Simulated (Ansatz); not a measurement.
PtSe2, space group P-3m1, a calculation of the elastic constants

Computed with the Python package of Ansatz (0.2.0).

Script `elastic.py`:
```python
"""Stiffness tensor and moduli of PtSe2."""

import ansatz as az
import numpy as np

params = {
    "width_ev": 0.1,
    "scf_tol": 1e-10,
    "xc": "PBE",
    "mesh": (13, 13, 9),
}

lattice = az.Lattice.of(
    (3.724, 0.0, 0.0),
    (-1.862, 3.225079, 0.0),
    (0.0, 0.0, 5.062),
)
sites = [
    ("Pt", (0.0, 0.0, 0.0)),
    ("Se", (1 / 3, 2 / 3, 0.25)),
    ("Se", (2 / 3, 1 / 3, 0.75)),
]
structure = az.Crystal(lattice=lattice)
for symbol, position in sites:
    structure = structure.atom(symbol, position)

calc = (
    structure.calculation()
    .occupations(az.OccupationsMethod.METHFESSEL_PAXTON, width=params["width_ev"])
    .scf(tolerance=params["scf_tol"])
    .functional(params["xc"])
    .kpoints(*params["mesh"])
)
done = calc.elastic("relaxed-ion").run(threads=1, backend="cpu")
elastic = done.elastic

C = np.asarray(elastic.c_gpa)
for i in range(6):
    for j in range(i, 6):
        if abs(C[i, j]) > 0.05:
            print(f"C{i + 1}{j + 1} = {C[i, j]:.1f} GPa")
print("smallest eigenvalue of C:", round(elastic.stability.min_eigenvalue_gpa, 1), "GPa; tensor positive definite:", elastic.stability.min_eigenvalue_gpa > 0)
# averaged moduli need a positive definite tensor
if elastic.stability.min_eigenvalue_gpa > 0:
    m = elastic.moduli
    anisotropy = 5 * m.g_voigt_gpa / m.g_reuss_gpa + m.k_voigt_gpa / m.k_reuss_gpa - 6
    print(f"Voigt K {m.k_voigt_gpa:.1f} G {m.g_voigt_gpa:.1f}; Reuss K {m.k_reuss_gpa:.1f} G {m.g_reuss_gpa:.1f}; universal anisotropy index {anisotropy:.3f}")
```

`python elastic.py` gives:
```text
DeckWarning: basis.ecutwfc = 420 eV, auto-derived from the records' recommended cutoffs: set by Pt (normal level)
C11 = 185.8 GPa
C12 = 68.0 GPa
C13 = 41.9 GPa
C14 = -21.1 GPa
C22 = 185.8 GPa
C23 = 41.9 GPa
C24 = 21.1 GPa
C33 = 42.3 GPa
C44 = 32.5 GPa
C55 = 32.5 GPa
C56 = -21.1 GPa
C66 = 58.9 GPa
smallest eigenvalue of C: 20.8 GPa; tensor positive definite: True
Voigt K 79.2 G 42.4; Reuss K 42.2 G 26.5; universal anisotropy index 3.871
```
(Warnings from the package without file and line.)

No spin polarisation was allowed. The cell isn't relaxed first, so the values belong to this volume. A positive definite tensor excludes instabilities under uniform strain alone; phonons elsewhere in the zone can still be imaginary. Of the deposited cell: the entry's cell lengths or inner coordinates differ somewhat from later room-temperature determinations. The cell stands under an uneven stress, so these stress-strain coefficients aren't symmetric, and eigenvalues smaller than that stress decide nothing. Spin-orbit coupling, which matters for elements this heavy, is left out. The structure is a deposited one; some such entries were measured under pressure or heat, so a shift against it needn't be the functional's error alone. Shear constants of a metal converge slowly with the k-point mesh and can be wrong in sign on a coarse one; the constants belong to the cell that was strained. Run time: 33 min on 1 thread of Arm Neoverse N1, on a shared host, peak memory 0.92 GiB.

(A comment or docstring line of the script was reworded after the run, the code is as it ran.)
